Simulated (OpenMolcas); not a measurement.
**One shape, several levels: Si2H4ClF (SMILES F[SiH]([SiH3])Cl)**

Wanted: a comparison of 6 runs (HF/STO-3G, HF/3-21G, B2PLYP/def2-SVP, M06-L/def2-SVP, TPSS/def2-SVP, MP2/def2-SVP) of Si2H4ClF. 

The results are computed with OpenMolcas 26.06.

### 1 The structure to begin with

Si2H4ClF: 8 atoms, total charge 0, spin state singlet. As SMILES, `F[SiH]([SiH3])Cl`. One bond was lengthened or shortened from a relaxed shape.

Bond lengths: F1–Si2 1.597 Å, Si2–Si3 2.339 Å, Si2–Cl4 2.049 Å, Si2–H5 1.704 Å, Si3–H6 1.487 Å, Si3–H7 1.486 Å, Si3–H8 1.485 Å. Some angles: F1–Si2–Si3 109.8°, F1–Si2–Cl4 107.9°, Si3–Si2–Cl4 109.0°, F1–Si2–H5 107.2°, Si3–Si2–H5 115.4°, Cl4–Si2–H5 107.3°, Si2–Si3–H6 110.0°, Si2–Si3–H7 108.3°, Si2–Si3–H8 109.2°, H6–Si3–H7 109.5°.

### 2 The energy at HF/STO-3G (run 1)

Input file test.inp:

```
* ClFH4Si2 Hartree-Fock

&GATEWAY
 BASLIB
 $CurrDir
 COORD
 8
 angstrom
 F       -1.475946       1.670392       0.269905
 Si      -0.529846       0.686392      -0.558995
 Si       0.392054      -0.919408       0.870005
 Cl      -1.681046      -0.256508      -1.967195
 H        0.596600       1.655400      -1.392300
 H        1.208754      -0.257508       1.921005
 H        1.256554      -1.820208       0.064305
 H       -0.703546      -1.700508       1.498305
 BASIS
 STO-3G
 GROUP
 NoSym

&SEWARD

&SCF
 THRESHOLDS
 1e-10 1e-07 1e-07 1e-05
 PRORBITALS
 0
```

The basis set STO-3G is read from a file made from the Basis Set Exchange's data (not shown).

Started as:

```sh
$ export MOLCAS_MEM=1860
$ pymolcas test.inp > test.log
```

The log of the run:

```text
--- Start Module: gateway ---
[...]
--- Stop Module: gateway /rc=_RC_ALL_IS_WELL_ ---
--- Start Module: seward ---
[...]
      Basis functions           36
--- Stop Module: seward /rc=_RC_ALL_IS_WELL_ ---
--- Start Module: scf ---
[...]
       Convergence after  10 Iterations
[...]
::    Total SCF energy                              -1126.2086160778
[...]
      Total spin, S                                     0.0000000000
[...]
      Total electronic charge=   58.000000
      Total            charge=   -0.000000
[...]
      Dipole Moment (debye):
      Origin of the operator (angstrom)=   -0.7749    0.1238   -0.4638
                   X=  2.3376E+00               Y=  1.8336E-01               Z=  2.0019E+00           Total=  3.0831E+00
      Quadrupole Moment (debye*angstrom):
[...]
--- Stop Module: scf /rc=_RC_ALL_IS_WELL_ ---
[...]
```

It took 1.8 s on 1 thread of Arm Neoverse V1, shared host; peak memory 0.37 GiB.

### 3 A single-point energy at HF/3-21G (run 2)

Input file input.xyz:

```xyz
8

F     -1.475946     1.670392     0.269905
Si    -0.529846     0.686392    -0.558995
Si     0.392054    -0.919408     0.870005
Cl    -1.681046    -0.256508    -1.967195
H      0.596600     1.655400    -1.392300
H      1.208754    -0.257508     1.921005
H      1.256554    -1.820208     0.064305
H     -0.703546    -1.700508     1.498305
```

Input file calc.inp:

```
* ClFH4Si2 Hartree-Fock

&GATEWAY
 BasLib = $CurrDir
 Coord = input.xyz
 Basis = 3-21G
 Group = NoSym

&SEWARD

&SCF
 Thresholds = 1e-10 1e-07 1e-07 1e-05
 PrOrbitals = 1
```

The basis set 3-21G is read from a file made from the Basis Set Exchange's data (not shown).

Started as:

```sh
$ export MOLCAS_MEM=1860
$ pymolcas calc.inp > calc.log
```

The log of the run:

```text
--- Start Module: gateway ---
[...]
--- Stop Module: gateway /rc=_RC_ALL_IS_WELL_ ---
--- Start Module: seward ---
[...]
      Basis functions           56
--- Stop Module: seward /rc=_RC_ALL_IS_WELL_ ---
--- Start Module: scf ---
[...]
       Convergence after  12 Iterations
[...]
::    Total SCF energy                              -1133.3799143974
[...]
      Total spin, S                                     0.0000000000
[...]
      Total electronic charge=   58.000000
      Total            charge=   -0.000000
[...]
      Dipole Moment (debye):
      Origin of the operator (angstrom)=   -0.7749    0.1238   -0.4638
                   X=  2.4813E+00               Y= -5.7305E-01               Z=  1.4899E+00           Total=  2.9504E+00
      Quadrupole Moment (debye*angstrom):
[...]
--- Stop Module: scf /rc=_RC_ALL_IS_WELL_ ---
[...]
```

Wall time 2.3 s (1 thread of Arm Neoverse V1, shared host); peak memory 0.39 GiB.

Run 3 isn't shown in full; the table further down has it.

### 4 A single-point energy at M06-L/def2-SVP (run 4)

Input file mol.inp:

```
&GATEWAY
 BasLib=$CurrDir
 BasisSet
 F.def2-SVP....
 F1 -1.475946 1.670392 0.269905 angstrom
 End of Basis
 BasisSet
 Si.def2-SVP....
 Si2 -0.529846 0.686392 -0.558995 angstrom
 Si3 0.392054 -0.919408 0.870005 angstrom
 End of Basis
 BasisSet
 Cl.def2-SVP....
 Cl4 -1.681046 -0.256508 -1.967195 angstrom
 End of Basis
 BasisSet
 H.def2-SVP....
 H5 0.596600 1.655400 -1.392300 angstrom
 H6 1.208754 -0.257508 1.921005 angstrom
 H7 1.256554 -1.820208 0.064305 angstrom
 H8 -0.703546 -1.700508 1.498305 angstrom
 End of Basis

&SEWARD
 GridInput
 Grid=UltraFine
 End of Grid

&SCF
 KSDFT=M06L
 Thresholds=1e-10 1e-07 1e-07 1e-05
 PrOrbitals=0
```

The basis set def2-SVP is read from a file made from the Basis Set Exchange's data (not shown).

Started as:

```sh
$ export MOLCAS_MEM=1860
$ pymolcas mol.inp > mol.log
```

The log of the run:

```text
--- Start Module: gateway ---
[...]
--- Stop Module: gateway /rc=_RC_ALL_IS_WELL_ ---
--- Start Module: seward ---
[...]
      Basis functions           88
--- Stop Module: seward /rc=_RC_ALL_IS_WELL_ ---
[...]
--- Start Module: scf ---
[...]
       Convergence after  14 Iterations
[...]
::    Total KS-DFT energy                           -1141.1031780185
[...]
      Total spin, S                                     0.0000000000
[...]
      Total electronic charge=   58.000000
      Total            charge=   -0.000000
[...]
      Dipole Moment (debye):
      Origin of the operator (angstrom)=   -0.7749    0.1238   -0.4638
                   X=  1.2603E+00               Y= -7.6399E-01               Z=  6.8168E-01           Total=  1.6238E+00
      Quadrupole Moment (debye*angstrom):
[...]
--- Stop Module: scf /rc=_RC_ALL_IS_WELL_ ---
[...]
```

Run time: 32 s. Hardware: 1 thread of Arm Neoverse V1, shared host; peak memory 0.48 GiB.

Run 5 isn't shown in full; the table further down has it.

### 5 A single-point energy at MP2/def2-SVP (run 6)

Input file mol.input:

```
>>> EXPORT MOLCAS_PRINT=2

&GATEWAY
  BasLib
  $CurrDir
  BasisSet
  F.def2-SVP....
  F1 -1.475946 1.670392 0.269905 angstrom
  End of Basis
  BasisSet
  Si.def2-SVP....
  Si2 -0.529846 0.686392 -0.558995 angstrom
  Si3 0.392054 -0.919408 0.870005 angstrom
  End of Basis
  BasisSet
  Cl.def2-SVP....
  Cl4 -1.681046 -0.256508 -1.967195 angstrom
  End of Basis
  BasisSet
  H.def2-SVP....
  H5 0.596600 1.655400 -1.392300 angstrom
  H6 1.208754 -0.257508 1.921005 angstrom
  H7 1.256554 -1.820208 0.064305 angstrom
  H8 -0.703546 -1.700508 1.498305 angstrom
  End of Basis

&SEWARD

&SCF
  Thresholds
  1e-10 1e-07 1e-07 1e-05
  PrOrbitals
  1 1

&MBPT2
  Frozen
  16
```

The basis set def2-SVP is read from a file made from the Basis Set Exchange's data (not shown).

Started as:

```sh
$ export MOLCAS_MEM=1860
$ pymolcas mol.input > mol.log
```

The log of the run:

```text
--- Start Module: gateway ---
[...]
--- Stop Module: gateway /rc=_RC_ALL_IS_WELL_ ---
[...]
      Basis functions           88
[...]
--- Start Module: scf ---
[...]
       Convergence after  12 Iterations
[...]
::    Total SCF energy                              -1138.8111535631
[...]
      Total spin, S                                     0.0000000000
[...]
      Total electronic charge=   58.000000
      Total            charge=   -0.000000
[...]
      Dipole Moment (debye):
      Origin of the operator (angstrom)=   -0.7749    0.1238   -0.4638
                   X=  1.5339E+00               Y= -8.5670E-01               Z=  6.5822E-01           Total=  1.8762E+00
      Quadrupole Moment (debye*angstrom):
[...]
--- Stop Module: scf /rc=_RC_ALL_IS_WELL_ ---
[...]
--- Start Module: mbpt2 ---
[...]
WARNING!
Default frozen orbitals as non valence orbitals is overwritten by user input.
Default values:  10
[...]
       Reference weight ( Cref**2 )         =        0.85340
::    Total MBPT2 energy                            -1139.3246706678
[...]
      Total MBPT2 calculations                           0.28      0.31
--- Stop Module: mbpt2 /rc=_RC_ALL_IS_WELL_ ---
[...]
```

Wall time 6.3 s (1 thread of Arm Neoverse V1, shared host); peak memory 0.48 GiB.

### 6 The series

```csv
run,level,frozen core orbitals,integration grid,energy (Eh),dipole moment (D) of the reference,HOMO energy (eV),LUMO energy (eV),wall time
1,HF/STO-3G,–,–,-1126.208616,3.08,-8.75,8.30,1.8 s
2,HF/3-21G,–,–,-1133.379914,2.95,-11.37,2.72,2.3 s
3,B2PLYP/def2-SVP,16,UltraFine,-1140.626724,1.70,-9.34,0.93,21 s
4,M06-L/def2-SVP,–,UltraFine,-1141.103178,1.62,-7.38,-1.02,32 s
5,TPSS/def2-SVP,–,UltraFine,-1141.190475,1.45,-7.24,-1.05,36 s
6,MP2/def2-SVP,16,–,-1139.324671,1.88,-11.20,2.98,6.3 s
```

### 7 Outcome

```
                                           quantity           value
                                run 6: total energy  -1139.32467 Eh
          run 6: dipole moment (mean-field density)          1.88 D
         run 6: HOMO energy (Hartree–Fock orbitals)       -11.20 eV
         run 6: LUMO energy (Hartree–Fock orbitals)         2.98 eV
       run 6: HOMO–LUMO gap (Hartree–Fock orbitals)        14.18 eV
run 6: correlation energy (16 core orbitals frozen)      -513.5 mEh
```

**Reading.** Over runs 1, 2, 3, 4, 5 the dipole moment (its size) runs from 1.45 D (TPSS/def2-SVP) to 3.08 D (HF/STO-3G). The two ends differ in method and basis. Over runs 1, 2, 3, 4, 5 the HOMO–LUMO gap runs from 6.19 eV (TPSS/def2-SVP) to 17.05 eV (HF/STO-3G). For B2PLYP the log adds the whole second-order term; the table takes 0.27 of it, as the functional is defined. Totals of different functionals can't be ranked against each other. In run 1 the basis is minimal, so the values are rough. All runs together took 1.7 min, the longest 36 s.
